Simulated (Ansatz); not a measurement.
# AlF2H4NS: the cost of one run

Computed with Ansatz 0.2.0, Gaussian basis. Level: PBE0-D4, def2-SVP first, then def2-TZVP.

153 further runs of the same task are left out: 1 that didn't finish, 152 set aside as unsound or not needed.

## Step 1: The system as given

The guess: 9 atoms, charge 0, spin multiplicity 1.

Atoms are counted from 1 here; the program's logs count them from 0.

Bond lengths: Al1–N2 1.878 Å, Al1–F3 1.644 Å, Al1–F4 1.650 Å, Al1–S6 2.428 Å, N2–H7 1.013 Å, N2–H8 1.013 Å, H5–S6 1.575 Å, S6–H9 1.331 Å. Angles: N2–Al1–F3 115.2°, N2–Al1–F4 112.4°, N2–Al1–S6 83.5°, F3–Al1–F4 123.5°, F3–Al1–S6 109.9°, F4–Al1–S6 103.9°, Al1–N2–H7 122.4°, Al1–N2–H8 124.3°, H7–N2–H8 107.3°, Al1–S6–H5 55.8°, Al1–S6–H9 89.8°, H5–S6–H9 91.5°.

As a file:

```
Al   -0.1684   -0.5297   -0.8298
N     0.2546    1.1680   -0.1460
F     0.8878   -1.1199   -1.9426
F    -1.7960   -0.7960   -0.8863
H     0.4697    0.2266    0.9295
S     0.4678   -1.2791    1.3901
H     1.1181    1.6459   -0.3758
H    -0.4312    1.8782    0.0820
H    -0.8023   -1.1940    1.7788
```

Distances that are to change: Al1–S6 2.43 Å, N2–H5 1.45 Å, Al1–N2 1.88 Å, H5–S6 1.57 Å.

## Step 2: Relaxing the guess with the reacting distances held

Input file hold/in.yaml:

```yaml
crystal:
  periodic: [false, false, false]
  atoms:
    - {symbol: Al, position_ang: [-0.168400, -0.529700, -0.829800]}
    - {symbol: N, position_ang: [0.254600, 1.168000, -0.146000]}
    - {symbol: F, position_ang: [0.887800, -1.119900, -1.942600]}
    - {symbol: F, position_ang: [-1.796000, -0.796000, -0.886300]}
    - {symbol: H, position_ang: [0.469700, 0.226600, 0.929500]}
    - {symbol: S, position_ang: [0.467800, -1.279100, 1.390100]}
    - {symbol: H, position_ang: [1.118100, 1.645900, -0.375800]}
    - {symbol: H, position_ang: [-0.431200, 1.878200, 0.082000]}
    - {symbol: H, position_ang: [-0.802300, -1.194000, 1.778800]}
basis:
  gaussian: {orbitals: def2-SVP}
hamiltonian: {xc: pbe0, dispersion: d4}
relax: {f_tol: 0.04, max_steps: 150, escape_saddle: false, constraints: [{distance: [0, 5]}, {distance: [1, 4]}, {distance: [0, 1]}, {distance: [4, 5]}]}
```

Run with:

```console
ansatz run in.yaml --threads 3 --pin off --events-out ev --progress --plain --max-ram 6092MiB
```

**Question.** How long does this run take on 3 threads of Intel Xeon at 2.30GHz, shared host?

About 25 s.
